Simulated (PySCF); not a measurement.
**Os³⁺: dipole response in aug-cc-pVTZ-PP plus 1 even-tempered diffuse shell per l with ECP60**

Aim: the static polarisability and the C₆ coefficient of Os³⁺, method by method.

Method: unrestricted determinants in a Gaussian basis, no spin-orbit coupling in the energies. Code: PySCF 2.14.0.

**1. The atom as given**

```
Element     : osmium (Z = 76)
Basis       : aug-cc-pVTZ-PP with one added diffuse shell each of s, p, d, f, g type with ECP60MDF (7s7p6d4f3g, 113 functions)
Hamiltonian : a scalar-relativistic core potential
State 1     : Os³⁺: [Xe] 4f14 5d5, high-spin 6S determinant
Methods     : UHF, PBE
```

The outer shells:

Os3+ [Xe] 4f14 5d5
```
[Xe] core
4f [↑↓][↑↓][↑↓][↑↓][↑↓][↑↓][↑↓]
5d [↑ ][↑ ][↑ ][↑ ][↑ ]
```

The runs were made by one driver on top of PySCF. The scripts below sum up each run's settings (the driver also hands on starting orbitals that pick excited configurations, and frozen orbitals as a list rather than a count), and the logs come from the driver's own runs. The driver starts from symmetry-adapted Hartree-Fock orbitals, holds the occupation by maximum overlap and uses a logarithmic radial grid for functionals, so a plain start would take other cycles.

The integrals over 113 functions and the set-up took 1.8 s of CPU time.

**2. Os³⁺: the ladder of methods**

UHF:

File input.py:

```python
from pyscf import gto, scf, dft, mp, cc
import basis_set_exchange as bse
txt = bse.get_basis("aug-cc-pVTZ-PP", elements=["Os"], fmt="nwchem", header=False, augment_diffuse=1)
cut = txt.index("\nECP")
mol = gto.M(atom="Os 0 0 0", charge=3, spin=5, symmetry="D2h",
            basis=gto.basis.parse(txt[:cut]),
            ecp={"Os": gto.basis.parse_ecp(txt[cut:])})
mf = scf.UHF(mol)
mf.irrep_nelec = {'Ag': (3, 1), 'B1g': (1, 0), 'B2g': (1, 0), 'B3g': (1, 0), 'B1u': (1, 1), 'B2u': (1, 1), 'B3u': (1, 1)}
mf.kernel()
```

The log of the run:

```text
damping factor = 0
level_shift factor = 0
DIIS = <class 'pyscf.scf.diis.CDIIS'>
diis_start_cycle = 1
diis_space = 10
diis_damp = 0
SCF conv_tol = 1e-09
SCF conv_tol_grad = None
number electrons alpha = 9  beta = 4
cycle= 1 E= -88.3282957624962  delta_E= -1.31e-12  |g|= 3.49e-07  |ddm|= 2.13e-06
converged SCF energy = -88.3282957624962  <S^2> = 8.7521833  2S+1 = 6.0007277
```

It used 14 s of CPU time after the integrals (shared host).

Orbital energies by shell (radii are means over both spins):

```csv
shell,electrons,mean orbital energy (eV),spread (eV),rms radius (bohr)
5s α,1,-141.17,0,1.09
5s β,1,-133.99,0,1.09
5p α,3,-97.065,0,1.25
5p β,3,-86.843,0,1.25
5d α,5,-42.845,0,1.71
```

⟨S²⟩ = 8.752, ⟨L²⟩ = 0.00.

The driver then solved the coupled dipole response at imaginary frequencies: mean α = 6.570 bohr³, C₆ = 35.27 au for a like pair.

Energies and moments cover only the electrons outside the core potential. The p, d and f levels are scalar averages; spin-orbit coupling splits them strongly at this Z.

PBE:

input.py, as changed from the run before:

```diff
@@ -7,3 +7,3 @@
             ecp={"Os": gto.basis.parse_ecp(txt[cut:])})
-mf = scf.UHF(mol)
+mf = dft.UKS(mol, xc="PBE")
 mf.irrep_nelec = {'Ag': (3, 1), 'B1g': (1, 0), 'B2g': (1, 0), 'B3g': (1, 0), 'B1u': (1, 1), 'B2u': (1, 1), 'B3u': (1, 1)}
```

The log of the run:

```text
damping factor = 0
level_shift factor = 0
DIIS = <class 'pyscf.scf.diis.CDIIS'>
diis_start_cycle = 1
diis_space = 10
diis_damp = 0
SCF conv_tol = 1e-09
SCF conv_tol_grad = None
number electrons alpha = 9  beta = 4
XC functionals = PBE
    J. P. Perdew, K. Burke, and M. Ernzerhof.,  Phys. Rev. Lett. 77, 3865 (1996)
    J. P. Perdew, K. Burke, and M. Ernzerhof.,  Phys. Rev. Lett. 78, 1396 (1997)
    J. P. Perdew, K. Burke, and M. Ernzerhof.,  Phys. Rev. Lett. 77, 3865 (1996)
    J. P. Perdew, K. Burke, and M. Ernzerhof.,  Phys. Rev. Lett. 78, 1396 (1997)
cycle= 1 E= -88.8781558326852  delta_E= -0.00542  |g|= 0.00362  |ddm|= 0.0867
cycle= 2 E= -88.8781618265609  delta_E= -5.99e-06  |g|= 0.00143  |ddm|= 0.00964
cycle= 3 E= -88.8781624516941  delta_E= -6.25e-07  |g|= 0.000369  |ddm|= 0.00116
cycle= 4 E= -88.8781624888419  delta_E= -3.71e-08  |g|= 6.15e-06  |ddm|= 0.000281
cycle= 5 E= -88.8781624888553  delta_E= -1.34e-11  |g|= 2.02e-07  |ddm|= 6.46e-06
converged SCF energy = -88.8781624888553  <S^2> = 8.7505948  2S+1 = 6.0001983
```

It used 11 s of CPU time after the integrals (shared host).

The driver then solved the coupled dipole response at imaginary frequencies: mean α = 7.140 bohr³, C₆ = 38.63 au for a like pair.

Radial density 4πr²ρ of Os³⁺ at UHF, the electrons outside the core potential:

```csv
r (bohr),density,spin density
0.134,1.69e-05,0.000
0.225,0.000706,0.000
0.379,0.0736,0.008
0.638,3.90,0.354
1.07,12.9,3.291
1.80,4.32,2.783
3.04,0.290,0.275
5.11,0.00159,0.002
```

**3. Polarisabilities and C₆**

Os³⁺, in atomic units:

```csv
method,mean α,C₆ (like pair),S(−4)
UHF,6.570,35.27,9.153
PBE,7.140,38.63,12.11
```

α(iu) at PBE:

```csv
u (hartree),α(iu) (bohr³)
0,7.140
0.0500,7.110
0.100,7.022
0.200,6.707
0.300,6.276
0.500,5.344
0.750,4.335
1.00,3.550
1.50,2.468
2.00,1.790
3.00,1.040
5.00,0.4598
```

**4. Summary of results**

```
 quantity                             value
α of Os³⁺  6.570 (UHF) to 7.140 (PBE) bohr³
```

What this shows: A single London oscillator with the computed α and C₆ of Os³⁺ at UHF would have ω = 4 C₆ / (3 α²) = 1.09 hartree. The basis is finite, and no extrapolation was made.
